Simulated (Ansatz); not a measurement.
I need a frozen displacement of one atom of CaIr2, space group Fd-3m. Use the Python package of Ansatz (0.2.0). Settings (first run): PBEsol, PAW, cutoff 470 eV, 5×5×5 k-points, Gaussian smearing of 0.1 eV.

```
CELL_PARAMETERS angstrom
0.00000 3.77116 3.77116
3.77116 0.00000 3.77116
3.77116 3.77116 0.00000
ATOMIC_POSITIONS crystal
Ca 0.25000 0.25000 0.25000
Ca 0.00000 0.00000 0.00000
Ir 0.62500 0.62500 0.62500
Ir 0.12500 0.62500 0.62500
Ir 0.62500 0.12500 0.62500
Ir 0.62500 0.62500 0.12500
```

`cair2_push.py`:
```python
"""Frozen displacement of one atom in CaIr2."""

import ansatz as az
from ase import Atoms
import numpy as np


def main() -> None:
    atoms = Atoms(
        ["Ca", "Ca", "Ir", "Ir", "Ir", "Ir"],
        scaled_positions=[
            [0.25, 0.25, 0.25],
            [0.0, 0.0, 0.0],
            [0.625, 0.625, 0.625],
            [0.125, 0.625, 0.625],
            [0.625, 0.125, 0.625],
            [0.625, 0.625, 0.125],
        ],
        cell=[
            [0.0, 3.771158, 3.771158],
            [3.771158, 0.0, 3.771158],
            [3.771158, 3.771158, 0.0],
        ],
        pbc=True,
    )
    crystal = az.Crystal.from_ase(atoms)

    inverse = np.linalg.inv(np.array(crystal.lattice.vectors))
    home = np.array(crystal.sites[5].position)
    values = np.linspace(-0.02, 0.02, 5)
    energies, pulls = [], []
    for shift in values:
        moved = crystal.move(5, to=home + shift * inverse[1])
        base = (
            moved.calculation()
            .kpoints(5)
            .functional(az.Functional.PBESOL)
            .basis(470)
            .occupations(az.OccupationsMethod.GAUSSIAN, width=0.1)
            .forces()
        )
        report = base.run(threads=1, backend="cpu").report
        energies.append(report["free_energy_ev"])
        pulls.append(report["forces_ev_ang"][5][1])

    # the force is minus the slope of the free energy
    print("shift (A)   dE (eV)   force along y (eV/A)")
    for shift, e, f in zip(values, energies, pulls):
        print(f"{shift:8.3f} {e - energies[2]:10.5f} {f:12.4f}")
    print(f"stiffness from energies {2 * np.polyfit(values, energies, 2)[0]:.3f}, from forces {-np.polyfit(values, pulls, 1)[0]:.3f} eV/A^2")


if __name__ == "__main__":
    main()
```

```console
$ python cair2_push.py
shift (A)   dE (eV)   force along y (eV/A)
  -0.020    0.00120       0.1198
  -0.010    0.00030       0.0598
   0.000    0.00000      -0.0000
   0.010    0.00030      -0.0598
   0.020    0.00120      -0.1198
stiffness from energies 5.985, from forces 5.988 eV/A^2
```

The curvature of the energy gives 5.985 eV/Å² and the slope of the force 5.988 eV/Å², a positive curvature.

What to keep in mind:
- No spin polarisation was allowed.
- For a metal this k-point mesh is coarse: on a finer one energies can move by several to tens of meV an atom and pressures by half a GPa or more, differences at one mesh by less.
- In a metal a curvature from energy changes of a few meV or less hangs on mesh and smearing, in size and even in sign.
- Spin-orbit coupling, which matters for elements this heavy, is left out.
- This cell is a computed structure, which may not be the phase found in nature.
- All periodic images of the atom move with it, so the curvature is one diagonal element of the zone-centre force constants and no normal mode; a positive value doesn't exclude soft modes in which several atoms move.
- Finished in 70 s on 1 thread of Intel(R) Xeon(R) Platinum 8488C (Sapphire Rapids), on a shared host, peak memory 0.55 GiB.
